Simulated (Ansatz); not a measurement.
# GeSbTe3: the cost of one run

Program: Ansatz 0.2.0. Level of theory: DFT LDA, scalar-relativistic, plane waves, PAW. These are calculated values, not measurements.

## (1) The structure to begin with

It takes space group R3m (No. 160, trigonal). The conventional cell has a = 4.207 Å, b = 4.207 Å, c = 29.614 Å, α = 90.00°, β = 90.00°, γ = 120.00°. Ge (site symmetry 3m) is surrounded by 6 Te at 2.86 to 3.14 Å. Sb (site symmetry 3m) has 6 Te at 3.04 to 3.12 Å in its first shell of neighbours. Te (site symmetry 3m) is surrounded by 3 Sb at 3.12 Å and 3 Ge at 3.14 Å. Te (site symmetry 3m) has 3 Sb at 3.04 Å in its first shell of neighbours. Te (site symmetry 3m) has 3 Ge at 2.86 Å in its first shell of neighbours.

Coordinates:

```cif
data_structure
_symmetry_space_group_name_H-M 'R3m:H'
_symmetry_Int_Tables_number 160
_cell_length_a 4.2070
_cell_length_b 4.2070
_cell_length_c 29.6144
_cell_angle_alpha 90.000
_cell_angle_beta 90.000
_cell_angle_gamma 120.000
_cell_volume 453.91
loop_
_atom_site_label
_atom_site_type_symbol
_atom_site_symmetry_multiplicity
_atom_site_Wyckoff_symbol
_atom_site_fract_x
_atom_site_fract_y
_atom_site_fract_z
_atom_site_occupancy
Ge1 Ge 3 a 0.33333 0.66667 0.26449 1
Sb1 Sb 3 a 0.33333 0.66667 0.06437 1
Te1 Te 3 a 0.66667 0.33333 0.33169 1
Te2 Te 3 a 0.66667 0.33333 0.12591 1
Te3 Te 3 a 0.00000 0.00000 0.21354 1
```

The structure comes from the Materials Project (structure only).

(A quick probe on a coarse mesh, which set the mesh and smearing, is not shown.)

## (3) The relaxation

Input file input.yaml:

```yaml
crystal:
  lattice:
    - [2.1034800504, 1.2144447733, 9.8714625907]
    - [-2.1034800504, 1.2144447733, 9.8714625907]
    - [0.0, -2.4288895466, 9.8714625907]
  atoms:
    - { symbol: Ge, position: [0.597823, 0.597823, 0.597823] }
    - { symbol: Sb, position: [0.3977, 0.3977, 0.3977] }
    - { symbol: Te, position: [0.99836, 0.99836, 0.99836] }
    - { symbol: Te, position: [0.792575, 0.792575, 0.792575] }
    - { symbol: Te, position: [0.213543, 0.213543, 0.213543] }
basis:
  ecutwfc: 420
kpoints:
  mp_grid: { grid: [12, 12, 12] }
hamiltonian:
  xc: lda
scf:
  occupations: { method: gaussian, width: 0.1 }
output:
  forces: true
  stress: true
  eigenvalues: true
relax:
  adjacent_minimum: "off"
  f_tol: 0.005
  max_steps: 80
  cell: { stress_tol: 0.05 }
```

Run with:

```
ansatz run input.yaml --threads 2 --pin off --max-ram 5120MiB --backend cpu --events-out ev --progress --plain --runs-dir out
```

Q: Estimate wall time and peak memory on 2 threads of Intel Xeon Platinum 8259CL at 2.50GHz (Skylake/Cascade Lake), shared host.

About 7.7 min, with a peak of 1.2 GiB.
